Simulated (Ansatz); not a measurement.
# LaS: the cost of one run

Program: Ansatz 0.2.0. Level of theory: DFT PBEsol, scalar-relativistic, plane waves, PAW. These are calculated values, not measurements.

## 1. The system as given

It takes space group Fm-3m (No. 225, cubic). The conventional cell has a = 5.450 Å, b = 5.450 Å, c = 5.450 Å, α = 90.00°, β = 90.00°, γ = 90.00°. La (site symmetry m-3m) has 6 S at 2.73 Å as nearest neighbours. Around S (site symmetry m-3m) lie 6 La at 2.73 Å.

Coordinates:

```cif
data_structure
_symmetry_space_group_name_H-M 'Fm-3m'
_symmetry_Int_Tables_number 225
_cell_length_a 5.4500
_cell_length_b 5.4500
_cell_length_c 5.4500
_cell_angle_alpha 90.000
_cell_angle_beta 90.000
_cell_angle_gamma 90.000
_cell_volume 161.88
loop_
_atom_site_label
_atom_site_type_symbol
_atom_site_symmetry_multiplicity
_atom_site_Wyckoff_symbol
_atom_site_fract_x
_atom_site_fract_y
_atom_site_fract_z
_atom_site_occupancy
La1 La 4 a 0.00000 0.00000 0.00000 1
S1 S 4 b 0.50000 0.00000 0.00000 1
```

## 2. Relaxing cell and atoms: LaS, no spin, 28 GPa

Input file input.yaml:

```yaml
crystal:
  lattice:
    - [0.0, 2.725, 2.725]
    - [2.725, 0.0, 2.725]
    - [2.725, 2.725, 0.0]
  atoms:
    - { symbol: La, position: [0.0, 0.0, 0.0] }
    - { symbol: S, position: [0.5, 0.5, 0.5] }
scf:
  occupations: { method: fermi_dirac, width: 0.1 }
output:
  forces: true
  stress: true
  eigenvalues: true
  write_density: true
  write_potential: true
  elf: true
  volumetric_format: npy
hamiltonian:
  xc: pbesol
relax:
  f_tol: 0.005
  max_steps: 60
  cell: { stress_tol: 0.01, p_target: 28.0 }
kpoints:
  mp_grid: { grid: [16, 16, 16] }
```

Launch:

```bash
> ansatz run input.yaml --threads 4 --pin off --max-ram 10240MiB --backend cpu --events-out ev --progress --plain --runs-dir out
```

**Question.** How long does this run take on 4 threads of Intel Xeon 6975P-C (Granite Rapids), shared host, and how much memory does it need?

About 4 s, with a peak of 0.5 GiB.
